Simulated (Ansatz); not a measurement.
HPbNO4:

```
H Pb N O
1.0
     6.43453    0.00000    0.00872
     0.00000    4.11089    0.00000
    -3.14884    0.00000    7.72026
H Pb N O
2 2 2 8
Direct
  0.29356 0.09662 0.51195
  0.70644 0.59662 0.48805
  0.98504 0.60505 0.29264
  0.01496 0.10504 0.70736
  0.59230 0.36587 0.79290
  0.40770 0.86587 0.20710
  0.12824 0.09198 0.45672
  0.41419 0.46190 0.80564
  0.78042 0.46544 0.89401
  0.58396 0.16262 0.67325
  0.87176 0.59198 0.54328
  0.58581 0.96190 0.19436
  0.21958 0.96544 0.10599
  0.41604 0.66262 0.32675
```

The cell was built by a generator and needn't be a form met in nature.

```yaml
Program: Ansatz 0.2.0
Task: relaxation of cell and atoms
Functional: PBE
Dispersion: D3(BJ)-ATM
Potentials_or_basis: Ansatz PAW
Cutoff: "420 eV (not typed: the program's choice for these potentials)"
k_mesh: 4 × 5 × 3
Occupations: fermi-dirac, width 0.05 eV
Spin: no spin polarisation
```

At the start: volume 14.59 Å³/atom.

Task: Where does the relaxation end?

Result: It ends after 14 steps and the volume is 14.05 Å³/atom (-3.7 %); space group P2_1 (No. 4, to 0.05 Å).

Step by step:
| step | energy change (eV) | largest force (eV/Å) | volume (Å³) |
| --- | --- | --- | --- |
| 1 | 0.0000 | 0.2397 | 204.33 |
| 2 | -0.0454 | 0.2205 | 199.63 |
| 3 | -0.0541 | 0.0615 | 198.25 |
| 4 | -0.0553 | 0.0245 | 198.19 |
| 5 | -0.0568 | 0.0166 | 197.89 |
| 6 | -0.0570 | 0.0199 | 197.86 |
| 7 | -0.0572 | 0.0159 | 197.84 |
| 8 | -0.0570 | 0.0079 | 197.90 |
| 9 | -0.0359 | 0.0097 | 197.90 |
| 10 | -0.0426 | 0.0443 | 196.30 |
| 11 | -0.0411 | 0.0816 | 196.69 |
| 12 | -0.0400 | 0.0264 | 197.00 |
| 13 | -0.0410 | 0.0032 | 196.77 |
| 14 | -0.0363 | 0.0031 | 196.77 |

Final structure:
```xyz
14
Lattice="6.3975 0.0000 0.0148 0.0000 4.0446 0.0000 -3.1233 0.0000 7.5973" Properties=species:S:1:pos:R:3 pbc="T T T"
H     0.2980    0.3220    3.9268
H     2.9762    2.3443    3.6853
Pb    5.3932    2.3519    2.1908
Pb   -2.1190    0.3295    5.4212
N     1.2767    1.5422    6.0415
N     1.9974    3.5645    1.5705
O    -0.5867    0.2872    3.4896
O     0.0943    1.9492    6.1374
O     2.1836    1.9901    6.7872
O     1.5810    0.6558    5.1650
O     3.8609    2.3095    4.1224
O     3.1799    3.9715    1.4747
O     1.0906    4.0124    0.8249
O     1.6932    2.6781    2.4471
```

Caveat: the plane-wave basis is chosen anew once the cell has moved, so the energies of steps on either side of that aren't comparable; the pressure holds a Pulay correction of +0.6 GPa for the finite cutoff.
